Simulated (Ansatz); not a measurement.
# Bi: stress in a strained cell

Aim: deform Bi (equal xy, yz and zx engineering shear strains of +2 %) and compute stress, forces and field gradients with LAPW, PAW and all-electron datasets made for the crystal.

Method: DFT LDA, scalar-relativistic, in Ansatz 0.2.0.

### 1 The starting structure

Symmetry: R-3m, No. 166, trigonal system. The conventional cell has a = 4.546 Å, b = 4.546 Å, c = 11.862 Å, α = 90.00°, β = 90.00°, γ = 120.00°. Bi (site symmetry 3m) is surrounded by 6 Bi at 3.07 to 3.53 Å.

Coordinates:

```cif
data_structure
_symmetry_space_group_name_H-M 'P 1'
_symmetry_Int_Tables_number 1
_cell_length_a 4.7458
_cell_length_b 4.7458
_cell_length_c 4.7458
_cell_angle_alpha 57.233
_cell_angle_beta 57.233
_cell_angle_gamma 57.233
_cell_volume 70.77
loop_
_atom_site_label
_atom_site_type_symbol
_atom_site_fract_x
_atom_site_fract_y
_atom_site_fract_z
_atom_site_occupancy
Bi1 Bi 0.23389 0.23389 0.23389 1
Bi2 Bi 0.76611 0.76611 0.76611 1
```

Atoms are numbered in the order of the input: Bi1, Bi2.

### 2 After the deformation

Space group R-3m before, P-1 after.

### 3 All-electron LAPW

Input file input.yaml:

```yaml
crystal:
  lattice:
    - [2.3256628482, 1.374586973, 3.9898531666]
    - [-2.2203365086, 1.3291269794, 3.944393173]
    - [0.0132936605, -2.5850939523, 3.9277536605]
  atoms:
    - { symbol: Bi, position: [0.23389, 0.23389, 0.23389] }
    - { symbol: Bi, position: [0.76611, 0.76611, 0.76611] }
kpoints:
  mp_grid: { grid: [11, 11, 11] }
  band_path:
    path:
      - [0.0, 0.0, 0.0]
      - [-0.5, -0.5, -0.5]
      - [0.5, 0.0, 0.0]
      - [0.0, 0.0, 0.0]
      - [0.0, 0.0, 0.5]
      - [0.0, -0.5, 0.0]
      - [0.0, 0.0, 0.0]
      - [0.5, 0.0, 0.5]
      - [-0.5, -0.5, 0.0]
    npoints: 5
scf:
  occupations: { method: fermi_dirac, width: 0.03 }
hamiltonian:
  xc: lda
  pseudopotentials: { kind: all_electron, lapw: { basis_error: 0.00025 } }
output:
  forces: true
  stress: true
  eigenvalues: true
```

Command:

```
$ ansatz run input.yaml --threads 1 --pin off --max-ram 3072MiB --backend cpu --events-out ev --progress --plain --runs-dir out
```

### 4 Frozen-core PAW

Input file input.yaml:

```yaml
crystal:
  lattice:
    - [2.3256628482, 1.374586973, 3.9898531666]
    - [-2.2203365086, 1.3291269794, 3.944393173]
    - [0.0132936605, -2.5850939523, 3.9277536605]
  atoms:
    - { symbol: Bi, position: [0.23389, 0.23389, 0.23389] }
    - { symbol: Bi, position: [0.76611, 0.76611, 0.76611] }
kpoints:
  mp_grid: { grid: [11, 11, 11] }
scf:
  occupations: { method: fermi_dirac, width: 0.03 }
hamiltonian:
  xc: lda
  pseudopotentials: { kind: paw }
output:
  forces: true
  stress: true
  eigenvalues: true
  efg: { contact_densities: true }
  write_density: true
  write_potential: true
  elf: true
  volumetric_format: npy
```

### 5 Datasets made for this crystal

input.yaml: that of step 4 with these lines changed.

```diff
@@ -14,3 +14,3 @@
   xc: lda
-  pseudopotentials: { kind: paw }
+  pseudopotentials: { kind: all_electron, datasets: crystal }
 output:
@@ -20,5 +20 @@
   efg: { contact_densities: true }
-  write_density: true
-  write_potential: true
-  elf: true
-  volumetric_format: npy
```

(Steps that only read results are left out.)

Before running it: what results should come out? Wanted: pressure; largest shear or deviatoric stress.

As calculated:

| quantity | value |
| --- | --- |
| pressure | LAPW -1.79, PAW -1.81, crystal datasets -1.79 GPa |
| largest shear or deviatoric stress (LAPW) | 0.85 GPa |

What this shows: The largest part of the stress beyond the pressure is 0.85 GPa in size, in the yz component; the atoms are carried along and not relaxed. No run of the undeformed cell stands beside it, so the pressure holds what the given cell had before the change. PAW: stress within 0.02 GPa of LAPW, forces within 1 meV/Å. Crystal datasets: stress within 0.01 GPa of LAPW, forces within 1 meV/Å. Spin-orbit coupling is left out, though the cell holds Bi; in elements this heavy it can shift bands and gaps by tenths of an eV.
